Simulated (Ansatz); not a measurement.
# GaH4 (doublet): the correlation ladder, aug-cc-pVDZ

How much of the correlation energy of GaH4 (doublet) does each wave-function method recover here?

Method: aug-cc-pVDZ, core rule «outside noble gas», up to 14 orbitals frozen; program: Ansatz 0.2.0, Gaussian basis.

To be run: UHF; CCSD(T) on ROHF; CCSD(T) on UHF; BCCD(T) on ROHF; CISD as a restricted active space (open shells left free, so some higher excitations enter); CCSDT(Q) on ROHF; CCSDT(Q) on UHF; CASSCF and MRCISD+Q, 7 electrons in 8 orbitals; CASSCF and NEVPT2, 7 electrons in 8 orbitals.

9 further runs of the same task are left out: 2 for a known fault of the program, 1 that didn't finish, 6 set aside as unsound or not needed. Runs told in other sessions of the task aren't counted.

### Step 1. The geometry

The geometry is a PBE0/def2-TZVP stationary point (not a proven minimum) of the parent state, kept for this charge and spin. No spin-orbit coupling is included. The filled d shell of Ga may be among the frozen orbitals whatever the setting's name suggests.

5 atoms, charge 0, spin multiplicity 2.

Atoms are counted from 1 here; the program's logs count them from 0.

Bond lengths: Ga1–H2 1.643 Å, Ga1–H3 1.643 Å, Ga1–H4 1.643 Å, Ga1–H5 1.643 Å. Angles: H2–Ga1–H3 69.0°, H2–Ga1–H4 132.8°, H2–Ga1–H5 132.8°, H3–Ga1–H4 132.8°, H3–Ga1–H5 132.8°, H4–Ga1–H5 69.0°.

### Step 2. UHF

in.yaml reads:

```yaml
crystal:
  periodic: [false, false, false]
  atoms:
    - {symbol: Ga, position_ang: [0.000000, 0.000000, 0.000000]}
    - {symbol: H, position_ang: [0.652504, 0.664105, 1.353869]}
    - {symbol: H, position_ang: [-0.662515, -0.654094, 1.353881]}
    - {symbol: H, position_ang: [-0.654085, 0.652495, -1.358743]}
    - {symbol: H, position_ang: [0.664096, -0.662506, -1.349007]}
basis:
  gaussian: {orbitals: aug-cc-pVDZ}
magnetization: {spin_polarized: true, initial_magnetization: 1}
hamiltonian: {xc: hf}
output: {orbitals: {seedname: orbitals}}
```

Command:

```bash
$ ansatz run in.yaml --threads 1 --pin off --events-out ev --progress --plain --max-ram 4160MiB --backend cpu
```

After this run come: CCSD(T) on ROHF; CCSD(T) on UHF; BCCD(T) on ROHF; CISD as a restricted active space (open shells left free, so some higher excitations enter); CCSDT(Q) on ROHF; CCSDT(Q) on UHF; CASSCF and MRCISD+Q, 7 electrons in 8 orbitals; CASSCF and NEVPT2, 7 electrons in 8 orbitals.

Q: Predict the results of all the runs planned. Wanted: UCCSDT(Q) from the RHF energy; RMP2 from UCCSDT(Q); UMP2 from UCCSDT(Q); RCCSD from UCCSDT(Q); RCCSD(T) from UCCSDT(Q); UCCSD(T) from UCCSDT(Q); RCCSDT(Q) from UCCSDT(Q); NEVPT2 valence from UCCSDT(Q); MRCISD+Q valence from UCCSDT(Q).

As calculated:

| quantity | value |
| --- | --- |
| UCCSDT(Q) from the ROHF energy | -3.7196 eV |
| RMP2 from UCCSDT(Q) | +928.9 meV |
| UMP2 from UCCSDT(Q) | +944.1 meV |
| RCCSD from UCCSDT(Q) | +106.6 meV |
| RCCSD(T) from UCCSDT(Q) | +28.4 meV |
| UCCSD(T) from UCCSDT(Q) | +26.5 meV |
| RCCSDT(Q) from UCCSDT(Q) | +2.3 meV |
| NEVPT2 valence from UCCSDT(Q) | +590.5 meV |
| MRCISD+Q valence from UCCSDT(Q) | +0.1 meV |
| levels within 1 kcal/mol (43 meV) | RCCSD(T), UCCSD(T), BCCD(T), RCCSDT, UCCSDT, RCCSDT(Q), MRCISD+Q valence |
| T1 diagnostic | 0.025 |
| effectively unpaired electrons | 1.04 |

RCCSD(T) lands +28.4 meV from the yardstick (0.8 % of the correlation energy). One determinant dominates. Of the multireference levels listed MRCISD+Q valence comes nearest in total energy (+0.1 meV), which doesn't show that its space is the better one. These misses are within one basis, not against nature; the frozen cores of restricted and unrestricted runs differ, which can shift their rows.
